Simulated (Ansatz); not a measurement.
**BH3O2 (SMILES OBO): wB97X/def2-TZVP**

What is the electronic atomisation energy of BH3O2 at wB97X/def2-TZVP? 

Program for the calculation: Ansatz 0.2.0.

54 further runs of the same task are left out: 54 set aside as unsound or not needed.

### 1 The structure to begin with

The species is BH3O2 (6 atoms), meant as a singlet with charge 0. SMILES: `OBO`. The coordinates come from a PBE0-D4/def2-TZVP relaxation. This is one conformer, not always the lowest.

Bond lengths: O1–B2 1.356 Å, B2–O3 1.356 Å, O1–H4 0.958 Å, B2–H5 1.204 Å, O3–H6 0.958 Å. Angles: O1–B2–O3 116.8°, O1–B2–H5 121.6°, O3–B2–H5 121.6°, B2–O1–H4 112.7°, B2–O3–H6 112.7°.

### 2 A single-point energy at wB97X/def2-TZVP

File run.yaml:

```yaml
crystal:
  periodic: [false, false, false]
  atoms:
    - {symbol: O, position_ang: [-1.176200, -0.524500, -0.251800]}
    - {symbol: B, position_ang: [0.049500, 0.028100, -0.072900]}
    - {symbol: O, position_ang: [0.580600, -0.053800, 1.172500]}
    - {symbol: H, position_ang: [-1.494700, -0.433500, -1.150600]}
    - {symbol: H, position_ang: [0.637800, 0.565600, -0.976100]}
    - {symbol: H, position_ang: [1.445200, 0.354100, 1.232800]}
basis:
  gaussian: {orbitals: def2-TZVP}
hamiltonian: {xc: {name: wB97X}}
output: {orbitals: {seedname: orbitals}}
accuracy: high
```

Run with:

```
$ ansatz run run.yaml --threads 1 --pin off --max-ram 3480MiB --events-out events.jsonl --progress --plain --runs-dir runs
```

What it wrote:

```text
Warning: RAYON_NUM_THREADS=1 ignored (pool sized by the plan → 1); use --threads N
Functional definition: wB97X
  name "wB97X"
  parameter omega = 0.3/bohr
  parameter cx = 0.157706
  parameter cx1 = 0.726479
  parameter cx2 = 1.04760
  parameter cx3 = -5.70635
  parameter cx4 = 13.2794
  parameter css1 = -4.33879
  parameter css2 = 18.2308
  parameter css3 = -31.7430
  parameter css4 = 17.2901
  parameter cos1 = 2.37031
  parameter cos2 = -11.3995
  parameter cos3 = 6.58405
  parameter cos4 = -3.78132
  exchange = spin_sum(e_x_unif_sr(omega)*poly(b97_u_x, 1 - cx, cx1, cx2, cx3, cx4)) + cx*exact_x_sr(omega)
      + exact_x_lr(omega)
  correlation = spin_sum(e_c_pw_same_spin*poly(b97_u_same, 1, css1, css2, css3, css4))
      + integral(e_c_pw_opposite_spin*poly(b97_u_opposite, 1, cos1, cos2, cos3, cos4))
1972 factors; integrals over basis functions are off by at most 3.6e-9 eV
289 factors; integrals over basis functions are off by at most 1.5e-9 eV
mean field evaluation 1: about -4816.7600 eV, gradient 6.2e1 eV
mean field evaluation 2: about -4816.0602 eV, gradient 6.7e1 eV
mean field evaluation 4: about -4822.7509 eV, gradient 7.8e-1 eV
mean field evaluation 8: about -4822.7504 eV, gradient 4.6e-3 eV
mean field evaluation 16: about -4822.7504 eV, gradient 6.4e-7 eV
mean field -4822.75043167 eV, -177.2328093864 hartree, gradient 1.2e-8 eV, S^2 0.000000; 0 other end points of the search recorded, 0 dependent functions left out
reference -4822.75042866 eV, -177.2328092754 hartree; 12, 12 occupied and 99, 99 virtual orbitals, 1972 factors
Total energy: -4822.75042866 eV, -177.2328092754 hartree
```

Run time: 8.1 s. Hardware: 1 thread of AMD EPYC 9R45 (Zen 5), shared host; peak memory 0.45 GiB.

### 3 The B atom

File input.yaml:

```yaml
crystal:
  periodic: [false, false, false]
  atoms:
    - {symbol: B, position_ang: [0.000000, 0.000000, 0.000000]}
basis:
  gaussian:
    orbitals: def2-TZVP
magnetization:
  spin_polarized: true
  initial_magnetization: 1
hamiltonian:
  xc: {name: wB97X}
accuracy: high
```

Run the same way, it converges to -24.65154 Eh (log not shown).

### 4 The H atom, same level

File in.yaml:

```yaml
crystal:
  periodic: [false, false, false]
  atoms:
    - {symbol: H, position_ang: [0.000000, 0.000000, 0.000000]}
basis:
  gaussian:
    orbitals: def2-TZVP
magnetization:
  spin_polarized: true
  initial_magnetization: 1
hamiltonian:
  xc: {name: wB97X}
accuracy: high
```

Run the same way, it converges to -0.50139 Eh (log not shown).

### 5 The O atom at the same level

File in.yaml:

```yaml
basis:
  gaussian:
    orbitals: def2-TZVP
crystal:
  periodic: [false, false, false]
  atoms:
    - {symbol: O, position_ang: [0.000000, 0.000000, 0.000000]}
magnetization:
  spin_polarized: true
  initial_magnetization: 2
hamiltonian:
  xc: {name: wB97X}
accuracy: high
```

Run with:

```
$ ansatz run in.yaml --threads 1 --pin off --max-ram 3480MiB --events-out events.jsonl --progress --plain --runs-dir runs
```

What it wrote, cut to the lines that bear on the results:

```text
Warning: RAYON_NUM_THREADS=1 ignored (pool sized by the plan → 1); use --threads N
[... 2 set-up lines as earlier in the session ...]
[...]
      + exact_x_lr(omega)
[...]
      + integral(e_c_pw_opposite_spin*poly(b97_u_opposite, 1, cos1, cos2, cos3, cos4))
306 factors; integrals over basis functions are off by at most 3.5e-9 eV
100 factors; integrals over basis functions are off by at most 3.9e-10 eV
[...]
mean field -2042.94616302 eV, -75.0768867324 hartree, gradient 7.2e-9 eV, S^2 2.004858; 0 other end points of the search recorded, 0 dependent functions left out
reference -2042.94616231 eV, -75.0768867061 hartree; 5, 3 occupied and 26, 28 virtual orbitals, 306 factors
Total energy: -2042.94616231 eV, -75.0768867061 hartree
```

Run time: 1 s. Hardware: 1 thread of AMD EPYC 9R45 (Zen 5), shared host; peak memory 0.15 GiB.

### 6 Outcome

At wB97X/def2-TZVP:

```
                     quantity          value
       molecule: total energy  -177.23281 Eh
        molecule: HOMO energy      -11.69 eV
        molecule: LUMO energy        3.00 eV
      molecule: HOMO–LUMO gap       14.69 eV
         B atom: total energy   -24.65154 Eh
                 B atom: ⟨S²⟩          0.754
         H atom: total energy    -0.50139 Eh
                 H atom: ⟨S²⟩          0.750
         O atom: total energy   -75.07689 Eh
                 O atom: ⟨S²⟩          2.005
electronic atomisation energy      25.125 eV
```

What this shows: Taking the molecule apart into free atoms costs 25.12 eV (579 kcal/mol), before zero-point energy and without spin-orbit coupling.
